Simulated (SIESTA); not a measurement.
The system is Ta3Cu.

```
CELL_PARAMETERS angstrom
-2.00651 2.00651 4.20817
2.00651 -2.00651 4.20817
2.00651 2.00651 -4.20817
ATOMIC_POSITIONS crystal
Ta 0.50000 0.50000 0.00000
Ta 0.25000 0.75000 0.50000
Ta 0.75000 0.25000 0.50000
Cu 0.00000 0.00000 0.00000
```

The cell comes from a database or a generator and needn't be the stable form of this composition.

* Program: SIESTA 5.4.2
* Task: single point
* Functional: PBE
* Potentials or basis: PseudoDojo 0.4 standard (PBE files)
* Basis: DZP (energy shift 0.003 Ry; two zetas on semicore shells)
* Grid cutoff: 800 Ry
* Energy shift: 0.003 Ry
* k mesh: 9 × 9 × 9
* Occupations: fermi-dirac, width 0.05 eV
* Spin: no spin polarisation

On this cell: pressure 1.3 GPa; largest force under 0.003 eV/Å; band gap on the k mesh none (metal or under the smearing width).

The same run follows on a disturbed copy (atoms moved at random, drawn with an rms of 0.05 Å):

```
Ta Cu
1.0
    -2.00651    2.00651    4.20817
     2.00651   -2.00651    4.20817
     2.00651    2.00651   -4.20817
Ta Cu
3 1
Cartesian
  -0.0330 0.0001 4.2235
  1.9942 0.0045 2.1281
  0.0101 1.9841 2.0679
  -0.0142 -0.0111 0.0186
```

Task: What does the disturbed cell give?

Result: The energy (extrapolated to zero smearing) moves by +6.6 meV/atom; pressure 1.5 GPa; largest force 0.738 eV/Å; band gap on the k mesh none (metal or under the smearing width).

Forces on the atoms (eV/Å):
```
Ta   0.348 -0.100 -0.348
Ta   0.112 -0.266  0.005
Ta  -0.425  0.327  0.506
Cu  -0.035  0.039 -0.163
```

Stress tensor (GPa, compression positive):
```
 2.22 -0.04 -0.21
-0.04  1.39 -0.28
-0.21 -0.28  0.83
```

Caveats: short orbitals over semicore shells can move pressures by several GPa; the basis of atomic orbitals isn't converged, which shifts pressures, moduli and gaps.
